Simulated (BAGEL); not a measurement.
**A workflow on Si2H4F2 (SMILES F[SiH](F)[SiH3])**

We compute the energy (HF/def2-SVP), then a single-point energy (NEVPT2(2,2)/def2-SVP), then the energy (CASPT2(2,2)/def2-SVP) of Si2H4F2. 

Program for the calculation: BAGEL 1.2.2.

2 further runs of the same task are left out: 2 set aside as unsound or not needed.

## (1) Starting point

Si2H4F2 has 8 atoms, charge 0, and is taken as a singlet. As SMILES, `F[SiH](F)[SiH3]`. The Si2–Si4 distance was set to 4.450 Å, away from the relaxed value. At this shape a bond of the SMILES string is far longer than usual.

Bond lengths: F1–Si2 1.593 Å, Si2–F3 1.593 Å, Si2–H5 1.482 Å, Si4–H6 1.486 Å, Si4–H7 1.486 Å, Si4–H8 1.485 Å. Angles: F1–Si2–F3 107.0°, F1–Si2–H5 107.3°, F3–Si2–H5 107.3°, H6–Si4–H7 109.2°, H6–Si4–H8 109.8°, H7–Si4–H8 109.8°.

## (2) The energy at HF/def2-SVP (density fitting with svp-jkfit) (run 1)

input.json

```json
{ "bagel": [

{
  "title": "molecule",
  "basis": "svp",
  "df_basis": "svp-jkfit",
  "angstrom": false,
  "geometry": [
    { "atom": "F", "xyz": [  5.47113697, -3.15654183,  4.39230933 ] },
    { "atom": "Si", "xyz": [  5.64102334, -1.78478963,  1.71740200 ] },
    { "atom": "F", "xyz": [  6.69341182, -3.81057604, -0.24602344 ] },
    { "atom": "Si", "xyz": [ -2.03183353,  0.70448990, -0.65554599 ] },
    { "atom": "H", "xyz": [  7.56703221,  0.23589451,  1.94001174 ] },
    { "atom": "H", "xyz": [ -3.01449111,  2.55547664,  1.21490493 ] },
    { "atom": "H", "xyz": [ -1.85797873,  1.93753620, -3.17341708 ] },
    { "atom": "H", "xyz": [ -3.75620862, -1.50573378, -0.79878723 ] }
  ]
},
{ "title": "hf" },
{ "title": "print", "file": "orbitals.molden", "orbitals": true }

]}
```

The run is started by

```
$ BAGEL_NUM_THREADS=1 BAGEL input.json > input.out
```

Standard output:

```text
* using 1 threads per process

  ===============================================================
  ===============================================================

  *** Geometry ***

  { "atom" : "F", "xyz" : [      5.471137,     -3.156542,      4.392309 ] },
  { "atom" : "Si", "xyz" : [      5.641023,     -1.784790,      1.717402 ] },
  { "atom" : "F", "xyz" : [      6.693412,     -3.810576,     -0.246023 ] },
  { "atom" : "Si", "xyz" : [     -2.031834,      0.704490,     -0.655546 ] },
  { "atom" : "H", "xyz" : [      7.567032,      0.235895,      1.940012 ] },
  { "atom" : "H", "xyz" : [     -3.014491,      2.555477,      1.214905 ] },
  { "atom" : "H", "xyz" : [     -1.857979,      1.937536,     -3.173417 ] },
  { "atom" : "H", "xyz" : [     -3.756209,     -1.505734,     -0.798787 ] },

  Number of auxiliary basis functions:      482

  Since a DF basis is specified, we compute 2- and 3-index integrals:
    o Being stored without compression. Storage requirement is 0.027 GB

  Number of basis functions:       84
  Number of electrons      :       50

    * METHOD: MOLECULE                             0.21

  *** RHF ***

  === Nuclear Repulsion ===
   184.7184416079

      * DIIS with orbital gradients will be used.

  === RHF iteration (svp) ===
      0       -778.43883185          0.01925466           0.07
      1       -778.58252762          0.01271908           0.07
      2       -778.66546874          0.00110478           0.07
      3       -778.66724205          0.00017752           0.06
      4       -778.66729922          0.00005397           0.07
      5       -778.66730351          0.00002442           0.07
      6       -778.66730423          0.00000513           0.07
      7       -778.66730427          0.00000133           0.07
      8       -778.66730427          0.00000050           0.07
      9       -778.66730427          0.00000014           0.07
     10       -778.66730427          0.00000004           0.07
     11       -778.66730427          0.00000001           0.06
     12       -778.66730427          0.00000000           0.07
    * SCF iteration converged.

    * Permanent dipole moment:
           (    0.745722,    -0.829338,     0.313342) a.u.

    * METHOD: HF                                   1.00

    * METHOD: PRINT                                0.02

  ===============================================================
```

Wall time 1.4 s (1 thread of Arm Neoverse V1, shared host); peak memory 0.14 GiB.

## (3) A single-point energy at NEVPT2(2,2)/def2-SVP (density fitting with svp-jkfit) (run 2)

calc.json

```json
{ "bagel" : [

{
  "title" : "molecule",
  "basis" : "svp",
  "df_basis" : "svp-jkfit",
  "angstrom" : false,
  "geometry" : [
    { "atom" : "F", "xyz" : [     5.47113697,    -3.15654183,     4.39230933 ] },
    { "atom" : "Si", "xyz" : [     5.64102334,    -1.78478963,     1.71740200 ] },
    { "atom" : "F", "xyz" : [     6.69341182,    -3.81057604,    -0.24602344 ] },
    { "atom" : "Si", "xyz" : [    -2.03183353,     0.70448990,    -0.65554599 ] },
    { "atom" : "H", "xyz" : [     7.56703221,     0.23589451,     1.94001174 ] },
    { "atom" : "H", "xyz" : [    -3.01449111,     2.55547664,     1.21490493 ] },
    { "atom" : "H", "xyz" : [    -1.85797873,     1.93753620,    -3.17341708 ] },
    { "atom" : "H", "xyz" : [    -3.75620862,    -1.50573378,    -0.79878723 ] }
  ]
},

{ "title" : "hf" },

{ "title" : "nevpt2", "nstate" : 1, "nact" : 2, "nclosed" : 24, "active" : [25, 26], "maxiter" : 200, "natocc" : true, "ncore" : 12 },

{ "title" : "print", "file" : "orbitals.molden", "orbitals" : true }

]}
```

The run is started by

```
$ BAGEL_NUM_THREADS=1 BAGEL calc.json > calc.out
```

Standard output:

```text
* using 1 threads per process

  ===============================================================
  ===============================================================

  *** Geometry ***

  { "atom" : "F", "xyz" : [      5.471137,     -3.156542,      4.392309 ] },
  { "atom" : "Si", "xyz" : [      5.641023,     -1.784790,      1.717402 ] },
  { "atom" : "F", "xyz" : [      6.693412,     -3.810576,     -0.246023 ] },
  { "atom" : "Si", "xyz" : [     -2.031834,      0.704490,     -0.655546 ] },
  { "atom" : "H", "xyz" : [      7.567032,      0.235895,      1.940012 ] },
  { "atom" : "H", "xyz" : [     -3.014491,      2.555477,      1.214905 ] },
  { "atom" : "H", "xyz" : [     -1.857979,      1.937536,     -3.173417 ] },
  { "atom" : "H", "xyz" : [     -3.756209,     -1.505734,     -0.798787 ] },

  Number of auxiliary basis functions:      482

  Since a DF basis is specified, we compute 2- and 3-index integrals:
    o Being stored without compression. Storage requirement is 0.027 GB

  Number of basis functions:       84
  Number of electrons      :       50

    * METHOD: MOLECULE                             0.21

  *** RHF ***

  === Nuclear Repulsion ===
   184.7184416079

      * DIIS with orbital gradients will be used.

  === RHF iteration (svp) ===
      0       -778.43883185          0.01925466           0.07
      1       -778.58252762          0.01271908           0.07
      2       -778.66546874          0.00110478           0.06
      3       -778.66724205          0.00017752           0.07
      4       -778.66729922          0.00005397           0.07
      5       -778.66730351          0.00002442           0.07
      6       -778.66730423          0.00000513           0.07
      7       -778.66730427          0.00000133           0.07
      8       -778.66730427          0.00000050           0.07
      9       -778.66730427          0.00000014           0.07
     10       -778.66730427          0.00000004           0.06
     11       -778.66730427          0.00000001           0.06
     12       -778.66730427          0.00000000           0.07
    * SCF iteration converged.

    * Permanent dipole moment:
           (    0.745722,    -0.829338,     0.313342) a.u.

    * METHOD: HF                                   1.00

    * freezing 12 orbitals
  ---------------------------
      CASSCF calculation
  ---------------------------

    ==== Active orbitals : =====
         Orbital 25
         Orbital 26
    ============================

    * nstate   :      1
    * nclosed  :     24
    * nact     :      2
    * nvirt    :     58
  === CASSCF iteration (svp) ===

    * Using the second-order algorithm

      0  0      -778.73018714     3.83e-03      0.02

      1  0      -778.74397153     3.54e-04      0.34

      2  0      -778.74404890     4.80e-05      0.33

      3  0      -778.74405023     7.25e-06      0.32

      4  0      -778.74405026     1.15e-06      0.31

      5  0      -778.74405026     1.91e-07      0.32

      6  0      -778.74405026     3.25e-08      0.29

      7  0      -778.74405026     5.64e-09      0.28

    * Second-order optimization converged. *

     guess   0:   closed 1.                   open ..

  === FCI iteration ===

      0  0      -778.65756738     6.64e-02      0.00
      1  0      -778.74370832     4.83e-03      0.00
      2  0 *    -778.74405026     8.17e-17      0.00

     * ci vector, state   0, <S^2> = 0.0000
       2.     0.8375972344
       .2    -0.5462882690

  === DF-NEVPT2 calculation ===

    * 3-index integral transformation done
    * assembly done

      NEVPT2 correlation energy:   -0.5437215959      0.17

          (+0)     -0.4932841382
          (+0)'    -0.0055760493
          (+1)     -0.0156422155
          (+1)'    -0.0000000000
          (+2)     -0.0001232612
          (-1)     -0.0287305782
          (-1)'     0.0000000000
          (-2)     -0.0003653535

      NEVPT2 total energy:       -779.2877718562

    * METHOD: NEVPT2                               2.65

    * METHOD: PRINT                                0.02

  ===============================================================
```

Wall time 4.2 s (1 thread of Arm Neoverse V1, shared host); peak memory 0.14 GiB.

## (4) The energy at CASPT2(2,2)/def2-SVP (density fitting with svp-jkfit) (run 3)

calc.json

```json
{ "bagel": [

{
  "title": "molecule",
  "basis": "svp",
  "df_basis": "svp-jkfit",
  "angstrom": false,
  "geometry": [
    { "atom": "F", "xyz": [     5.47113697,    -3.15654183,     4.39230933 ] },
    { "atom": "Si", "xyz": [     5.64102334,    -1.78478963,     1.71740200 ] },
    { "atom": "F", "xyz": [     6.69341182,    -3.81057604,    -0.24602344 ] },
    { "atom": "Si", "xyz": [    -2.03183353,     0.70448990,    -0.65554599 ] },
    { "atom": "H", "xyz": [     7.56703221,     0.23589451,     1.94001174 ] },
    { "atom": "H", "xyz": [    -3.01449111,     2.55547664,     1.21490493 ] },
    { "atom": "H", "xyz": [    -1.85797873,     1.93753620,    -3.17341708 ] },
    { "atom": "H", "xyz": [    -3.75620862,    -1.50573378,    -0.79878723 ] }
  ]
},

{
  "title": "hf",
  "charge": 0
},

{
  "title": "casscf",
  "nstate": 1,
  "nact": 2,
  "nclosed": 24,
  "charge": 0,
  "active": [25, 26],
  "maxiter": 200,
  "natocc": true
},

{
  "title": "print",
  "file": "orbitals.molden",
  "orbitals": true
},

{
  "title": "smith",
  "method": "caspt2",
  "ms": true,
  "xms": true,
  "sssr": true,
  "shift": 0.2,
  "shift_imag": true,
  "ncore": 12
}

]}
```

The run is started by

```
$ BAGEL_NUM_THREADS=1 BAGEL calc.json > calc.out
```

Standard output:

```text
* using 1 threads per process

  ===============================================================
  ===============================================================

  *** Geometry ***

  { "atom" : "F", "xyz" : [      5.471137,     -3.156542,      4.392309 ] },
  { "atom" : "Si", "xyz" : [      5.641023,     -1.784790,      1.717402 ] },
  { "atom" : "F", "xyz" : [      6.693412,     -3.810576,     -0.246023 ] },
  { "atom" : "Si", "xyz" : [     -2.031834,      0.704490,     -0.655546 ] },
  { "atom" : "H", "xyz" : [      7.567032,      0.235895,      1.940012 ] },
  { "atom" : "H", "xyz" : [     -3.014491,      2.555477,      1.214905 ] },
  { "atom" : "H", "xyz" : [     -1.857979,      1.937536,     -3.173417 ] },
  { "atom" : "H", "xyz" : [     -3.756209,     -1.505734,     -0.798787 ] },

  Number of auxiliary basis functions:      482

  Since a DF basis is specified, we compute 2- and 3-index integrals:
    o Being stored without compression. Storage requirement is 0.027 GB

  Number of basis functions:       84
  Number of electrons      :       50

    * METHOD: MOLECULE                             0.21

  *** RHF ***

  === Nuclear Repulsion ===
   184.7184416079

      * DIIS with orbital gradients will be used.

  === RHF iteration (svp) ===
      0       -778.43883185          0.01925466           0.07
      1       -778.58252762          0.01271908           0.06
      2       -778.66546874          0.00110478           0.06
      3       -778.66724205          0.00017752           0.06
      4       -778.66729922          0.00005397           0.06
      5       -778.66730351          0.00002442           0.06
      6       -778.66730423          0.00000513           0.06
      7       -778.66730427          0.00000133           0.06
      8       -778.66730427          0.00000050           0.06
      9       -778.66730427          0.00000014           0.07
     10       -778.66730427          0.00000004           0.07
     11       -778.66730427          0.00000001           0.07
     12       -778.66730427          0.00000000           0.07
    * SCF iteration converged.

    * Permanent dipole moment:
           (    0.745722,    -0.829338,     0.313342) a.u.

    * METHOD: HF                                   1.00

  ---------------------------
      CASSCF calculation
  ---------------------------

    ==== Active orbitals : =====
         Orbital 25
         Orbital 26
    ============================

    * nstate   :      1
    * nclosed  :     24
    * nact     :      2
    * nvirt    :     58
  === CASSCF iteration (svp) ===

    * Using the second-order algorithm

      0  0      -778.73018714     3.83e-03      0.02

      1  0      -778.74397153     3.54e-04      0.34

      2  0      -778.74404890     4.80e-05      0.33

      3  0      -778.74405023     7.25e-06      0.32

      4  0      -778.74405026     1.15e-06      0.31

      5  0      -778.74405026     1.91e-07      0.32

      6  0      -778.74405026     3.25e-08      0.29

      7  0      -778.74405026     5.64e-09      0.28

    * Second-order optimization converged. *

     guess   0:   closed 1.                   open ..

  === FCI iteration ===

      0  0      -778.65756738     6.64e-02      0.00
      1  0      -778.74370832     4.83e-03      0.00
      2  0 *    -778.74405026     8.17e-17      0.00

     * ci vector, state   0, <S^2> = 0.0000
       2.     0.8375972344
       .2    -0.5462882690

    * METHOD: CASSCF                               2.37

    * METHOD: PRINT                                0.02

  === SMITH program ===

    * freezing 12 orbitals

    * Approximate memory requirement for SMITH calulation per MPI process:
      o Storage requirement for T-amplitude, lambda, and residual is 0.02 GB
      o Storage requirement for MO integrals is 0.01 GB
    * Calculating and saving rdm4f

    * Zeroth order energy : state  0       -0.3650281226

    * CASPT2 iteration is performed using orthogonal basis

      -------------------------------------------  CASPT2 iteration  ---------------------------------------------------
       #      aibj      arbs      arbi      airj      risj      airs      arst      rist         Etot      error   time
      ------------------------------------------------------------------------------------------------------------------

       0  -0.49204  -0.00053  -0.03109  -0.01712  -0.00019  -0.00553  -0.00000  -0.00000   -0.5465056  0.0003683   0.09
       1  -0.49205  -0.00053  -0.03111  -0.01714  -0.00020  -0.00557  -0.00000  -0.00000   -0.5465953  0.0000405   0.07
       2  -0.49205  -0.00053  -0.03111  -0.01714  -0.00020  -0.00557  -0.00000  -0.00000   -0.5465963  0.0000043   0.08
       3  -0.49205  -0.00053  -0.03111  -0.01714  -0.00020  -0.00557  -0.00000  -0.00000   -0.5465964  0.0000004   0.08

      ------------------------------------------------------------------------------------------------------------------

    * CASPT2 energy : state  0     -779.2928641390
        w/o shift correction       -779.2906466136
        reference weight              0.8693277512

    * METHOD: SMITH                                0.53

  ===============================================================
```

Wall time 4.5 s (1 thread of Arm Neoverse V1, shared host); peak memory 0.17 GiB.

## (5) What came out

| quantity | value |
| --- | --- |
| run 1, HF/def2-SVP: total energy | -778.66730 Eh |
| run 1, HF/def2-SVP: dipole moment | 2.94 D |
| run 1, HF/def2-SVP: HOMO energy | -7.28 eV |
| run 1, HF/def2-SVP: LUMO energy | -1.43 eV |
| run 1, HF/def2-SVP: HOMO–LUMO gap | 5.85 eV |
| run 2, NEVPT2(2,2)/def2-SVP: total energy | -779.28777 Eh |
| run 3, CASPT2(2,2)/def2-SVP: total energy | -779.29286 Eh |

What this shows: One bond (run 1, HF/def2-SVP) is far stretched, which a spin-restricted single reference describes badly; a broken-symmetry solution may lie lower.
